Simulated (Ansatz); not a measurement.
This session for a rigid scan of one bond length of FH3NSn, SMILES [NH2][SnH][F] with Ansatz 0.2.0 through its Python package holds a mistake.

Run as a notebook:

```python
import ansatz as az
import matplotlib.pyplot as plt
import numpy as np
```

```python
BASIS = 'def2-SVP'
XC = 'CAM-B3LYP'
NET_CHARGE = 0.5
```

```python
GEOMETRY = '''
N    -0.90160    0.10580   -0.73720
Sn    0.10720   -0.39430    0.93120
F     1.84860   -0.99640    0.39650
H    -0.31810    0.90220   -1.23300
H    -0.95210   -0.68730   -1.39950
H     0.25800    1.00600    1.99580
'''
```

```python
mol = az.Crystal.molecule()
for line in GEOMETRY.strip().splitlines():
    symbol, *xyz = line.split()
    mol = mol.atom(symbol, [float(v) for v in xyz])
```

```python
symbols = [site.symbol for site in mol.cartesian_sites]
start = np.array([site.position_ang for site in mol.cartesian_sites])
axis = (start[0] - start[1]) / np.linalg.norm(start[0] - start[1])
moving = [0, 3, 4]
lengths, energies = [1.771, 1.852, 1.932, 2.013, 2.093, 2.174, 2.254, 2.375], []
for length in lengths:
    xyz = start.copy()
    xyz[moving] += (length - np.linalg.norm(start[0] - start[1])) * axis
    point = az.Crystal.molecule()
    for symbol, place in zip(symbols, xyz):
        point = point.atom(symbol, place.tolist())
    calc = (
        point.calculation()
        .basis(gaussian=BASIS)
        .functional(XC)
        .spin('collinear', total=1)
        .charge(NET_CHARGE)
    )
    report = calc.run().report
    energies.append(report['free_energy_ev'])
    print(f'r = {length:6.3f} A  E = {energies[-1]:.5f} eV  <S^2> = {abs(report["mean_field"]["state"]["spin_squared"]):.3f}')
```

    Traceback (most recent call last):
      File "<cell 5>", line 19, in <module>
        report = calc.run().report
                 ~~~~~~~~^^
      ...
    ansatz.RefusalError: invalid value for `total_charge`: a molecule in open space takes a whole number

Why does it end like this?

The fault: a molecule's charge must be whole. Mended:

```diff
--- before
+++ after
@@
 XC = 'CAM-B3LYP'
-NET_CHARGE = 0.5
 
@@
         .spin('collinear', total=1)
-        .charge(NET_CHARGE)
     )
```

Notebook, run cell by cell (the value of a cell's last expression is shown):

(earlier cells as before)

In [2]:
```python
BASIS = 'def2-SVP'
XC = 'CAM-B3LYP'
```

In [3]:
```python
GEOMETRY = '''
N    -0.90160    0.10580   -0.73720
Sn    0.10720   -0.39430    0.93120
F     1.84860   -0.99640    0.39650
H    -0.31810    0.90220   -1.23300
H    -0.95210   -0.68730   -1.39950
H     0.25800    1.00600    1.99580
'''
```

In [4]:
```python
mol = az.Crystal.molecule()
for line in GEOMETRY.strip().splitlines():
    symbol, *xyz = line.split()
    mol = mol.atom(symbol, [float(v) for v in xyz])
```

In [5]:
```python
symbols = [site.symbol for site in mol.cartesian_sites]
start = np.array([site.position_ang for site in mol.cartesian_sites])
axis = (start[0] - start[1]) / np.linalg.norm(start[0] - start[1])
moving = [0, 3, 4]
lengths, energies = [1.771, 1.852, 1.932, 2.013, 2.093, 2.174, 2.254, 2.375], []
for length in lengths:
    xyz = start.copy()
    xyz[moving] += (length - np.linalg.norm(start[0] - start[1])) * axis
    point = az.Crystal.molecule()
    for symbol, place in zip(symbols, xyz):
        point = point.atom(symbol, place.tolist())
    calc = (
        point.calculation()
        .basis(gaussian=BASIS)
        .functional(XC)
        .spin('collinear', total=1)
    )
    report = calc.run().report
    energies.append(report['free_energy_ev'])
    print(f'r = {length:6.3f} A  E = {energies[-1]:.5f} eV  <S^2> = {abs(report["mean_field"]["state"]["spin_squared"]):.3f}')
```
```text
r =  1.771 A  E = -10080.28033 eV  <S^2> = 0.753
r =  1.852 A  E = -10080.89645 eV  <S^2> = 0.753
r =  1.932 A  E = -10081.22957 eV  <S^2> = 0.753
r =  2.013 A  E = -10081.36952 eV  <S^2> = 0.754
r =  2.093 A  E = -10081.37143 eV  <S^2> = 0.754
r =  2.174 A  E = -10081.27916 eV  <S^2> = 0.755
r =  2.254 A  E = -10081.12717 eV  <S^2> = 0.756
r =  2.375 A  E = -10080.83612 eV  <S^2> = 0.763
```

In [6]:
```python
# quartic fit about the minimum
fit = np.polynomial.Polynomial.fit(lengths, np.array(energies) - min(energies), 4).convert()
roots = [r.real for r in fit.deriv().roots() if abs(r.imag) < 1e-9 and fit.deriv(2)(r.real) > 0]
r_e = min(roots, key=lambda r: abs(r - lengths[int(np.argmin(energies))]))
print(f'minimum of the fit at {r_e:.4f} A, force constant {fit.deriv(2)(r_e):.2f} eV/A^2')
plt.figure(figsize=(4.5, 3))
plt.plot(lengths, np.array(energies) - min(energies), 'o-')
plt.xlabel('bond length (A)')
plt.ylabel('E - E(min) (eV)')
plt.tight_layout()
plt.savefig('scan.png', dpi=100)
```
```text
minimum of the fit at 2.0516 A, force constant 17.55 eV/A^2
```

Total energies depend on the basis set; only differences at equal settings carry meaning. The rest of the molecule is held rigid at a force-field or estimated start geometry, and the basis set is modest; single-reference methods fail as a bond breaks. def2 sets replace the cores of elements past krypton by effective core potentials. The species is open-shell (spin multiplicity 2). Spin-orbit coupling of the heavy open-shell atom is left out. It ran for 38 s on 1 thread of Arm Neoverse V1, with other jobs on the host, peak memory 0.3 GiB.
